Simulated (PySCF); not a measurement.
**CH₄BN₂P: NMR shifts at several levels of theory**

Aim: compute the NMR shifts of CH₄BN₂P (`N#CB(N)P`) at several levels, and see how far they spread and what each costs.

Programs: PySCF 2.14.0, with density-fitted response routines of our own. Each step states its level of theory. These are calculated values for one molecule in the gas phase, unless marked as measured. Atoms are numbered from 0 throughout.

### 1 Starting geometry

9 atoms, charge 0, multiplicity 1; geometry from: GFN2-xTB.

Bonds of the start (Å): N0–C1 1.15, C1–B2 1.53, B2–N3 1.38, B2–P4 1.92, N3–H5 1.01, N3–H6 1.01, P4–H7 1.38, P4–H8 1.39.

### 2 Relaxing the molecule at PBE0-D3(BJ)/def2-SVP

What the job is given:

```
{"job": {"xc": "PBE0", "basis": "def2-SVP", "d3": "d3bj", "grid": 1, "kind": "geom"}, "charge": 0, "multiplicity": 1}
N     -1.078500     2.559344    -0.554508
C     -0.699371     1.485174    -0.409480
B     -0.150050     0.078197    -0.186280
N     -1.024562    -0.964150     0.046847
P      1.739969    -0.213035    -0.328297
H     -0.730127    -1.916819     0.190538
H     -2.026261    -0.858051     0.066972
H      2.134996     0.902984     0.390250
H      1.847468    -1.067650     0.758779
```

The program printed:

```text
step   0  E = -515.68973798  max force = 0.028125
step   1  E = -515.69201483  max force = 0.005554
step   2  E = -515.69211527  max force = 0.000897
step   3  E = -515.69213715  max force = 0.000728
step   4  E = -515.69215787  max force = 0.001423
step   5  E = -515.69217411  max force = 0.000903
step   6  E = -515.69217997  max force = 0.000390
optimisation converged
```

Run time: 14 s. Hardware: 1 thread, shared host.

Relaxation path:

| step | energy from step 0 (eV) | largest force component (eV/Å) |
| --- | --- | --- |
| 0 | 0.0000 | 1.4462 |
| 1 | -0.0620 | 0.2856 |
| 2 | -0.0647 | 0.0461 |
| 3 | -0.0653 | 0.0374 |
| 4 | -0.0658 | 0.0732 |
| 5 | -0.0663 | 0.0464 |
| 6 | -0.0664 | 0.0201 |

Distances of close pairs at the start and the end, largest changes first:

```csv
bond,before (Å),after (Å),change (Å)
P4–H8,1.387,1.427,+0.040
P4–H7,1.385,1.424,+0.039
C1–B2,1.527,1.553,+0.026
N0–C1,1.148,1.160,+0.012
B2–N3,1.380,1.389,+0.008
B2–P4,1.918,1.925,+0.007
N3–H6,1.008,1.013,+0.005
N3–H5,1.007,1.012,+0.004
```

The final coordinates are the input of the step that follows.

| at the end point | value |
| --- | --- |
| point group (found at 0.08 Å tolerance) | C1 |
| rotational constants (GHz, main isotopes) | 5.702, 2.654, 1.833 |
| dipole moment (D) | 4.67 |

### 3 NMR shieldings: PBE0/cc-pVDZ

What the job is given:

```
{"job": {"kind": "nmr", "xc": "PBE0", "basis": "cc-pVDZ", "pop": true}, "charge": 0, "multiplicity": 1}
N     -1.056214     2.578914    -0.619303
C     -0.653412     1.507645    -0.429729
B     -0.074901     0.090423    -0.167890
N     -0.960692    -0.952850     0.067586
P      1.826458    -0.143854    -0.352247
H     -0.664110    -1.902241     0.252421
H     -1.965699    -0.828028     0.063523
H      2.211409     0.947005     0.478046
H      1.990973    -1.151519     0.644889
```

Method: GIAO PBE0/cc-pVDZ NMR shielding, non-relativistic, gas phase.

The program printed:

```text
coarse grid: 8400 points
cycle   1  E = -515.8794565183  dE =  4.472e-01  |g| = 3.867e-01  |ddm| = 5.756e+00
cycle   2  E = -515.8060852371  dE =  7.337e-02  |g| = 7.060e-01  |ddm| = 1.330e+00
cycle   3  E = -515.9137382690  dE = -1.077e-01  |g| = 1.413e-01  |ddm| = 8.244e-01
cycle   4  E = -515.9180967200  dE = -4.358e-03  |g| = 4.301e-02  |ddm| = 2.355e-01
cycle   5  E = -515.9184922050  dE = -3.955e-04  |g| = 1.389e-02  |ddm| = 6.663e-02
cycle   6  E = -515.9185435291  dE = -5.132e-05  |g| = 1.823e-03  |ddm| = 2.558e-02
cycle   7  E = -515.9185447313  dE = -1.202e-06  |g| = 5.240e-04  |ddm| = 4.507e-03
final grid: 77816 points
cycle   8  E = -515.9333215460  dE = -1.536e-05  |g| = 6.030e-03  |ddm| = 4.880e-02
cycle   9  E = -515.9333164863  dE =  5.060e-06  |g| = 7.706e-03  |ddm| = 2.386e-02
cycle  10  E = -515.9333311330  dE = -1.465e-05  |g| = 9.771e-04  |ddm| = 1.261e-02
cycle  11  E = -515.9333313875  dE = -2.545e-07  |g| = 1.414e-04  |ddm| = 1.816e-03
cycle  12  E = -515.9333313924  dE = -4.838e-09  |g| = 6.998e-05  |ddm| = 3.066e-04
cycle  13  E = -515.9333313930  dE = -6.759e-10  |g| = 4.768e-05  |ddm| = 1.210e-04
cycle  14  E = -515.9333313936  dE = -5.159e-10  |g| = 8.061e-06  |ddm| = 5.941e-05
converged SCF energy = -515.9333313936

GIAO shielding tensors (ppm)
atom      isotropic    diamagn.    paramagn.     s11        s22        s33       span
  0 N      -62.583     338.825    -401.408   -225.967   -201.063    239.281    465.248
  1 C       77.608     262.579    -184.971    -33.499    -25.990    292.314    325.813
  2 B       78.086     202.601    -124.515     19.908     83.898    130.452    110.545
  3 N      159.771     304.900    -145.129     50.865    196.850    231.598    180.733
  4 P      585.025     968.048    -383.023    543.398    572.376    639.300     95.903
  5 H       27.206      29.807      -2.601     22.558     26.224     32.837     10.280
  6 H       26.883      28.946      -2.063     22.307     24.082     34.260     11.952
  7 H       29.044      29.542      -0.498     24.459     27.260     35.414     10.955
  8 H       29.350      30.088      -0.739     24.766     27.467     35.816     11.049
```

It took 5 s on 1 thread, shared host.

Shifts follow as δ = σ(reference) − σ, with reference shieldings (ppm) from runs at the same level and on the same kind of geometry: ¹H TMS 31.29, ¹³C TMS 196.8, ¹⁵N NH3 273.1, ³¹P H3PO4 389.4, ¹¹B BF3·OEt2 113.8. The references are single molecules in the gas phase, so shifts against H2O, NH3, PH3, H3PO4 or CFCl3 are not on the usual liquid scales and can be off by tens of ppm. Atoms listed in one row are averaged.

```
 atoms                           environment  σ (ppm)  δ (ppm)
    C1                        nitrile carbon     77.6    119.1
H5, H6    hydrogen on a nitrogen bonded to B    27.04     4.25
H7, H8  hydrogen on a phosphorus bonded to B    29.20     2.09
    N0                      nitrile nitrogen    -62.6    335.7
    N3             nitrogen bonded to B, 2 H    159.8    113.4
    B2               boron bonded to C, N, P     78.1     35.7
    P4           phosphorus bonded to B, 2 H    585.0   -195.6
```

Charges from the same density, by scheme (e):

```csv
atoms,Mulliken,IAO,Hirshfeld,ESP fit
N0,-0.14,-0.20,-0.19,-0.41
C1,-0.07,0.02,-0.01,0.30
B2,-0.03,0.03,0.12,0.19
N3,0.01,-0.50,-0.20,-0.79
P4,-0.07,0.07,0.01,-0.24
```

Mayer bond orders: N0–C1 3.03, C1–B2 0.99, B2–N3 1.58, B2–P4 1.08.

### 4 NMR shieldings: PBE0/cc-pVTZ

The job, as its differences from that of step 3:

```diff
@@ -1,2 +1,2 @@
-{"job": {"kind": "nmr", "xc": "PBE0", "basis": "cc-pVDZ", "pop": true}, "charge": 0, "multiplicity": 1}
+{"job": {"kind": "nmr", "xc": "PBE0", "basis": "cc-pVTZ", "pop": true}, "charge": 0, "multiplicity": 1}
 N     -1.056214     2.578914    -0.619303
```

With the program's defaults for keys left out, this is: GIAO PBE0/cc-pVTZ NMR shielding, non-relativistic, gas phase.

The program printed:

```text
coarse grid: 8400 points
cycle   1  E = -515.9529145432  dE =  4.102e-01  |g| = 4.011e-01  |ddm| = 5.964e+00
cycle   2  E = -515.8857709075  dE =  6.714e-02  |g| = 7.036e-01  |ddm| = 1.327e+00
cycle   3  E = -515.9872216069  dE = -1.015e-01  |g| = 1.579e-01  |ddm| = 8.507e-01
cycle   4  E = -515.9922355551  dE = -5.014e-03  |g| = 5.413e-02  |ddm| = 2.407e-01
cycle   5  E = -515.9928365103  dE = -6.010e-04  |g| = 1.680e-02  |ddm| = 7.680e-02
cycle   6  E = -515.9929055576  dE = -6.905e-05  |g| = 2.155e-03  |ddm| = 2.522e-02
cycle   7  E = -515.9929069199  dE = -1.362e-06  |g| = 8.570e-04  |ddm| = 5.029e-03
final grid: 77816 points
cycle   8  E = -515.9967682305  dE = -3.781e-05  |g| = 7.123e-03  |ddm| = 6.096e-02
cycle   9  E = -515.9967616993  dE =  6.531e-06  |g| = 8.818e-03  |ddm| = 2.354e-02
cycle  10  E = -515.9967794319  dE = -1.773e-05  |g| = 1.202e-03  |ddm| = 1.299e-02
cycle  11  E = -515.9967797495  dE = -3.176e-07  |g| = 2.419e-04  |ddm| = 1.858e-03
cycle  12  E = -515.9967797625  dE = -1.303e-08  |g| = 1.380e-04  |ddm| = 4.618e-04
cycle  13  E = -515.9967797663  dE = -3.784e-09  |g| = 5.711e-05  |ddm| = 1.943e-04
cycle  14  E = -515.9967797670  dE = -7.187e-10  |g| = 1.115e-05  |ddm| = 7.216e-05
converged SCF energy = -515.9967797670

GIAO shielding tensors (ppm)
atom      isotropic    diamagn.    paramagn.     s11        s22        s33       span
  0 N      -88.742     336.264    -425.006   -261.913   -236.264    231.952    493.865
  1 C       60.195     260.788    -200.593    -60.006    -51.706    292.297    352.303
  2 B       67.851     195.411    -127.559      6.320     75.220    122.013    115.693
  3 N      145.845     304.092    -158.247     34.153    185.943    217.439    183.287
  4 P      546.336     969.834    -423.498    504.425    529.268    605.314    100.888
  5 H       26.961      30.137      -3.177     22.269     26.095     32.518     10.249
  6 H       26.698      29.426      -2.728     22.119     23.913     34.060     11.941
  7 H       28.831      29.361      -0.531     24.373     27.172     34.946     10.574
  8 H       29.092      30.013      -0.921     24.632     27.327     35.317     10.685
```

Wall time 14 s (1 thread, shared host).

This run: δ C1 127.1, N0 355.5, N3 120.9, B2 34.9, H5 4.46, H7 2.33 ppm (means over like atoms).

### 5 Shielding tensors: PBE0/aug-cc-pVDZ

The job, as its differences from that of step 4:

```diff
@@ -1,2 +1,2 @@
-{"job": {"kind": "nmr", "xc": "PBE0", "basis": "cc-pVTZ", "pop": true}, "charge": 0, "multiplicity": 1}
+{"job": {"kind": "nmr", "xc": "PBE0", "basis": "aug-cc-pVDZ", "pop": true}, "charge": 0, "multiplicity": 1}
 N     -1.056214     2.578914    -0.619303
```

With the program's defaults for keys left out, this is: GIAO PBE0/aug-cc-pVDZ NMR shielding, non-relativistic, gas phase.

The program printed:

```text
coarse grid: 8400 points
cycle   1  E = -515.8962715703  dE =  4.370e-01  |g| = 3.767e-01  |ddm| = 6.689e+00
cycle   2  E = -515.8275767892  dE =  6.869e-02  |g| = 6.859e-01  |ddm| = 1.428e+00
cycle   3  E = -515.9288422507  dE = -1.013e-01  |g| = 1.409e-01  |ddm| = 8.959e-01
cycle   4  E = -515.9331297094  dE = -4.287e-03  |g| = 4.423e-02  |ddm| = 2.349e-01
cycle   5  E = -515.9335498261  dE = -4.201e-04  |g| = 1.409e-02  |ddm| = 7.088e-02
cycle   6  E = -515.9336033742  dE = -5.355e-05  |g| = 1.888e-03  |ddm| = 2.638e-02
cycle   7  E = -515.9336046747  dE = -1.301e-06  |g| = 5.772e-04  |ddm| = 4.900e-03
final grid: 77816 points
cycle   8  E = -515.9483393560  dE = -1.746e-05  |g| = 6.118e-03  |ddm| = 9.011e-02
cycle   9  E = -515.9483335777  dE =  5.778e-06  |g| = 7.946e-03  |ddm| = 2.440e-02
cycle  10  E = -515.9483492980  dE = -1.572e-05  |g| = 9.669e-04  |ddm| = 1.297e-02
cycle  11  E = -515.9483495392  dE = -2.412e-07  |g| = 1.910e-04  |ddm| = 1.862e-03
cycle  12  E = -515.9483495441  dE = -4.960e-09  |g| = 1.563e-04  |ddm| = 4.232e-04
cycle  13  E = -515.9483495494  dE = -5.295e-09  |g| = 3.736e-05  |ddm| = 2.142e-04
cycle  14  E = -515.9483495498  dE = -3.719e-10  |g| = 8.562e-06  |ddm| = 7.167e-05
converged SCF energy = -515.9483495498

GIAO shielding tensors (ppm)
atom      isotropic    diamagn.    paramagn.     s11        s22        s33       span
  0 N      -57.750     316.617    -374.366   -217.389   -194.336    238.475    455.864
  1 C       73.346     266.354    -193.008    -40.034    -32.409    292.481    332.515
  2 B       74.163     194.022    -119.859     15.105     81.893    125.489    110.384
  3 N      159.192     276.102    -116.911     52.612    195.396    229.567    176.955
  4 P      587.860     967.969    -380.109    546.286    570.329    646.964    100.679
  5 H       27.006      32.645      -5.639     22.376     26.170     32.472     10.096
  6 H       26.834      32.054      -5.221     22.469     23.987     34.045     11.575
  7 H       28.916      28.070       0.845     24.312     27.343     35.092     10.781
  8 H       29.121      28.605       0.517     24.546     27.374     35.444     10.897
```

Run time: 9.9 s. Hardware: 1 thread, shared host.

In short: δ C1 121.8, N0 327.6, N3 110.7, B2 36.0, H5 4.48, H7 2.38 ppm (means over like atoms).

### 6 NMR shieldings: PBE0/IGLO-III

The job, as its differences from that of step 5:

```diff
@@ -1,2 +1,2 @@
-{"job": {"kind": "nmr", "xc": "PBE0", "basis": "aug-cc-pVDZ", "pop": true}, "charge": 0, "multiplicity": 1}
+{"job": {"kind": "nmr", "xc": "PBE0", "basis": "IGLO-III", "pop": true}, "charge": 0, "multiplicity": 1}
 N     -1.056214     2.578914    -0.619303
```

Method: GIAO PBE0/IGLO-III NMR shielding, non-relativistic, gas phase.

The program printed:

```text
coarse grid: 8400 points
cycle   1  E = -515.9612986927  dE =  3.849e-01  |g| = 4.198e-01  |ddm| = 2.149e+00
cycle   2  E = -515.8902124853  dE =  7.109e-02  |g| = 7.172e-01  |ddm| = 5.722e-01
cycle   3  E = -515.9946776995  dE = -1.045e-01  |g| = 1.706e-01  |ddm| = 3.226e-01
cycle   4  E = -516.0002444028  dE = -5.567e-03  |g| = 6.406e-02  |ddm| = 1.028e-01
cycle   5  E = -516.0010906758  dE = -8.463e-04  |g| = 1.633e-02  |ddm| = 3.366e-02
cycle   6  E = -516.0011555961  dE = -6.492e-05  |g| = 3.001e-03  |ddm| = 1.216e-02
cycle   7  E = -516.0011576455  dE = -2.049e-06  |g| = 8.859e-04  |ddm| = 3.162e-03
final grid: 77816 points
cycle   8  E = -516.0019512459  dE = -5.662e-05  |g| = 7.370e-03  |ddm| = 4.388e-02
cycle   9  E = -516.0019449231  dE =  6.323e-06  |g| = 8.808e-03  |ddm| = 9.763e-03
cycle  10  E = -516.0019615250  dE = -1.660e-05  |g| = 1.359e-03  |ddm| = 5.302e-03
cycle  11  E = -516.0019618928  dE = -3.677e-07  |g| = 3.690e-04  |ddm| = 8.019e-04
cycle  12  E = -516.0019619154  dE = -2.261e-08  |g| = 2.426e-04  |ddm| = 3.068e-04
cycle  13  E = -516.0019619274  dE = -1.204e-08  |g| = 6.298e-05  |ddm| = 1.133e-04
cycle  14  E = -516.0019619283  dE = -9.031e-10  |g| = 1.079e-05  |ddm| = 3.904e-05
converged SCF energy = -516.0019619283

GIAO shielding tensors (ppm)
atom      isotropic    diamagn.    paramagn.     s11        s22        s33       span
  0 N      -97.453     340.075    -437.529   -274.347   -247.372    229.359    503.706
  1 C       53.293     254.901    -201.608    -71.211    -62.087    293.178    364.388
  2 B       61.129     192.532    -131.404     -3.553     69.569    117.369    120.922
  3 N      139.827     311.688    -171.862     23.595    181.304    214.581    190.986
  4 P      534.356     969.694    -435.338    489.804    517.687    595.577    105.773
  5 H       27.094      30.601      -3.506     22.463     26.318     32.501     10.039
  6 H       26.855      30.073      -3.218     22.315     24.151     34.099     11.784
  7 H       28.815      29.770      -0.955     24.305     27.208     34.932     10.627
  8 H       29.060      30.233      -1.173     24.556     27.319     35.306     10.750
```

Wall time 16 s (1 thread, shared host).

This run: δ C1 130.5, N0 358.0, N3 120.7, B2 38.8, H5 4.40, H7 2.44 ppm (means over like atoms).

### 7 Shielding tensors: PBE0/pcSseg-0

The job, as its differences from that of step 6:

```diff
@@ -1,2 +1,2 @@
-{"job": {"kind": "nmr", "xc": "PBE0", "basis": "IGLO-III", "pop": true}, "charge": 0, "multiplicity": 1}
+{"job": {"kind": "nmr", "xc": "PBE0", "basis": "pcSseg-0", "pop": true}, "charge": 0, "multiplicity": 1}
 N     -1.056214     2.578914    -0.619303
```

With the program's defaults for keys left out, this is: GIAO PBE0/pcSseg-0 NMR shielding, non-relativistic, gas phase.

The program printed:

```text
coarse grid: 8400 points
cycle   1  E = -515.0617010594  dE =  3.753e-01  |g| = 3.164e-01  |ddm| = 3.088e+00
cycle   2  E = -514.9995072704  dE =  6.219e-02  |g| = 6.437e-01  |ddm| = 9.470e-01
cycle   3  E = -515.0888607438  dE = -8.935e-02  |g| = 8.819e-02  |ddm| = 5.523e-01
cycle   4  E = -515.0902784081  dE = -1.418e-03  |g| = 4.225e-02  |ddm| = 1.042e-01
cycle   5  E = -515.0906492232  dE = -3.708e-04  |g| = 9.959e-03  |ddm| = 4.361e-02
cycle   6  E = -515.0906774245  dE = -2.820e-05  |g| = 1.040e-03  |ddm| = 1.444e-02
cycle   7  E = -515.0906777022  dE = -2.778e-07  |g| = 3.311e-04  |ddm| = 2.385e-03
final grid: 77816 points
cycle   8  E = -515.1183275776  dE = -1.049e-05  |g| = 3.843e-03  |ddm| = 1.949e-02
cycle   9  E = -515.1183252784  dE =  2.299e-06  |g| = 5.006e-03  |ddm| = 9.706e-03
cycle  10  E = -515.1183310495  dE = -5.771e-06  |g| = 9.071e-04  |ddm| = 5.631e-03
cycle  11  E = -515.1183312157  dE = -1.662e-07  |g| = 3.425e-04  |ddm| = 9.990e-04
cycle  12  E = -515.1183312400  dE = -2.428e-08  |g| = 7.559e-05  |ddm| = 3.087e-04
cycle  13  E = -515.1183312414  dE = -1.411e-09  |g| = 2.047e-05  |ddm| = 1.423e-04
cycle  14  E = -515.1183312415  dE = -1.386e-10  |g| = 3.723e-06  |ddm| = 3.876e-05
converged SCF energy = -515.1183312415

GIAO shielding tensors (ppm)
atom      isotropic    diamagn.    paramagn.     s11        s22        s33       span
  0 N     -108.737     325.245    -433.982   -290.112   -269.094    232.995    523.107
  1 C       52.742     276.904    -224.161    -72.674    -64.331    295.231    367.905
  2 B       68.350     185.757    -117.407      5.930     73.732    125.388    119.457
  3 N      143.728     323.546    -179.817     26.476    185.493    219.216    192.740
  4 P      585.386     962.745    -377.359    539.625    565.596    650.937    111.311
  5 H       28.778      30.256      -1.479     24.087     27.314     34.932     10.845
  6 H       28.346      29.811      -1.465     23.868     25.193     35.975     12.107
  7 H       30.435      28.928       1.507     25.652     28.571     37.081     11.429
  8 H       30.803      29.195       1.608     26.114     28.534     37.761     11.646
```

It took 2.9 s on 1 thread, shared host.

In short: δ C1 140.8, N0 374.8, N3 122.3, B2 36.5, H5 4.27, H7 2.21 ppm (means over like atoms).

### 8 Run by run: NMR shifts

Shifts (ppm), means over like atoms, with basis size and wall time:

```
             run     C1    H5    H7     N0     N3    B2      P4  functions   time
    PBE0/cc-pVDZ  119.1  4.25  2.09  335.7  113.4  35.7  -195.6         94    5 s
    PBE0/cc-pVTZ  127.1  4.46  2.33  355.5  120.9  34.9  -226.6        210   14 s
PBE0/aug-cc-pVDZ  121.8  4.48  2.38  327.6  110.7  36.0  -215.8        155  9.9 s
   PBE0/IGLO-III  130.5  4.40  2.44  358.0  120.7  38.8  -227.6        224   16 s
   PBE0/pcSseg-0  140.8  4.27  2.21  374.8  122.3  36.5  -304.0         57  2.9 s
```

### 9 Summary of results

| quantity | value |
| --- | --- |
| point group | C1 |
| rotational constants (main isotopes) | 5.70, 2.65, 1.83 GHz |
| ¹³C shifts against TMS (PBE0/cc-pVDZ) | 119.1 ppm |
| ¹H shifts against TMS (PBE0/cc-pVDZ, means over atoms taken as alike) | 4.25, 2.09 ppm |
| ¹⁵N shifts against NH3 (PBE0/cc-pVDZ) | 335.7, 113.4 ppm |
| ¹¹B shifts against BF3·OEt2 (PBE0/cc-pVDZ) | 35.7 ppm |
| ³¹P shifts against H3PO4 (PBE0/cc-pVDZ) | -195.6 ppm |
| range of the shift of P4 | -304.0 to -195.6 ppm |

Single values in the summary come from the first run of each kind that ended normally (PBE0/cc-pVDZ), which need not be the best level. The optimisation took 6 steps and gained 0.066 eV; among the close pairs (by a distance rule), P4–H8 changed most, from 1.387 to 1.427 Å. At PBE0/cc-pVDZ: The largest span, 465 ppm, is at N0, where the paramagnetic term is -401 ppm. In ppm, P4 moves most: its shift spreads over 108.3 ppm, from -304.0 (PBE0/pcSseg-0) to -195.6 (PBE0/cc-pVDZ). Most of that comes from the computed reference, not from the atom's own shielding.
